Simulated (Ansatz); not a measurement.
# TaTi3Ge8: the cost of one run

Method: DFT PBE, scalar-relativistic, plane waves, PAW, in Ansatz 0.2.0.

3 further runs of the same task are left out: 1 that didn't finish, 2 set aside as unsound or not needed.

**1. The starting structure**

The structure is orthorhombic, space group C222 (No. 21). The conventional cell has a = 5.080 Å, b = 8.834 Å, c = 8.676 Å, α = 90.00°, β = 90.00°, γ = 90.00°. Around Ti (site symmetry 222) lie 10 Ge at 2.64 to 2.92 Å. Ti (site symmetry 2) has 10 Ge at 2.64 to 2.93 Å as nearest neighbours. Ta (site symmetry 222) has 10 Ge at 2.66 to 2.94 Å as nearest neighbours. Ge (site symmetry 2) has 4 Ti at 2.65 to 2.92 Å and 5 Ge at 2.65 to 2.91 Å and 1 Ta at 2.90 Å as nearest neighbours. Ge (site symmetry 2) is surrounded by 3 Ti at 2.64 to 2.86 Å and 5 Ge at 2.65 to 2.95 Å and 2 Ta at 2.94 Å. Ge (site symmetry 2) is surrounded by 5 Ti at 2.64 to 2.93 Å and 5 Ge at 2.65 to 2.90 Å. Around Ge (site symmetry 2) lie 5 Ge at 2.65 to 2.96 Å and 2 Ta at 2.66 Å and 3 Ti at 2.90 to 2.92 Å.

Structure file:

```
CELL_PARAMETERS angstrom
2.53978 -4.41700 0.00000
2.53978 4.41700 0.00000
0.00000 0.00000 8.67640
ATOMIC_POSITIONS crystal
Ti 0.00000 0.00000 0.00000
Ti 0.00000 0.50000 0.25057
Ti 0.50000 0.00000 0.74943
Ta 0.50000 0.50000 0.50000
Ge 0.50000 0.50000 0.83388
Ge 0.00000 0.00000 0.33019
Ge 0.00000 0.50000 0.91880
Ge 0.50000 0.00000 0.41266
Ge 0.00000 0.50000 0.58734
Ge 0.50000 0.00000 0.08120
Ge 0.50000 0.50000 0.16612
Ge 0.00000 0.00000 0.66981
```

The cell was relaxed beforehand at this level, from a generated guess; it is a trial structure. At a tolerance of 0.05 Å it has space group C222 (No. 21); it has 16.22 Å³/atom, an uncorrected energy of -0.37 eV/atom over the elements.

**2. Static run: bands, density of states and charges**

The input, input.yaml:

```yaml
crystal:
  lattice:
    - [2.5397836643, -4.4170011638, 0.0]
    - [2.5397836643, 4.4170011638, 0.0]
    - [0.0, 0.0, 8.6764032086]
  atoms:
    - { symbol: Ti, position: [0.0, 0.0, 0.0] }
    - { symbol: Ti, position: [0.0, 0.5, 0.2505668186] }
    - { symbol: Ti, position: [0.5, 0.0, 0.7494331814] }
    - { symbol: Ta, position: [0.5, 0.5, 0.5] }
    - { symbol: Ge, position: [0.5, 0.5, 0.8338762775] }
    - { symbol: Ge, position: [0.0, 0.0, 0.3301852138] }
    - { symbol: Ge, position: [0.0, 0.5, 0.9187958098] }
    - { symbol: Ge, position: [0.5, 0.0, 0.412657921] }
    - { symbol: Ge, position: [0.0, 0.5, 0.587342079] }
    - { symbol: Ge, position: [0.5, 0.0, 0.0812041902] }
    - { symbol: Ge, position: [0.5, 0.5, 0.1661237225] }
    - { symbol: Ge, position: [0.0, 0.0, 0.6698147862] }
basis:
  ecutwfc: 420
kpoints:
  mp_grid: { grid: [8, 8, 6] }
  band_path:
    path:
      - [[0.0, 0.0, 0.0], [-0.5, 0.5, 0.0], [-0.33265677, 0.66734323, 0.0]]
      - [[0.33265677, 0.33265677, 0.0], [0.0, 0.0, 0.0], [0.0, 0.0, 0.5], [0.33265677, 0.33265677, 0.5]]
      - [[-0.33265677, 0.66734323, 0.5], [-0.5, 0.5, 0.5], [-0.5, 0.5, 0.0]]
      - [[0.0, 0.0, 0.0], [0.0, 0.5, 0.0], [0.0, 0.5, 0.5], [0.0, 0.0, 0.5], [-0.5, 0.5, 0.5]]
    npoints: 10
hamiltonian:
  xc: pbe
scf:
  occupations: { method: gaussian, width: 0.1 }
  n_extra_bands: 30
output:
  forces: true
  stress: true
  eigenvalues: true
  populations: true
  dos: { projected: true, de: 0.02, nscf_kmesh: { grid: [10, 10, 8] } }
  bader: false
  write_density: true
  write_potential: true
  elf: true
  volumetric_format: npy
```

Command:

```
ansatz run input.yaml --threads 4 --pin off --max-ram 8192MiB --backend cpu --events-out ev --progress --plain --runs-dir out
```

Q: Estimate wall time and peak memory on 4 threads of AMD EPYC (Zen 3), shared host.

About 5.5 min, with a peak of 2.6 GiB.
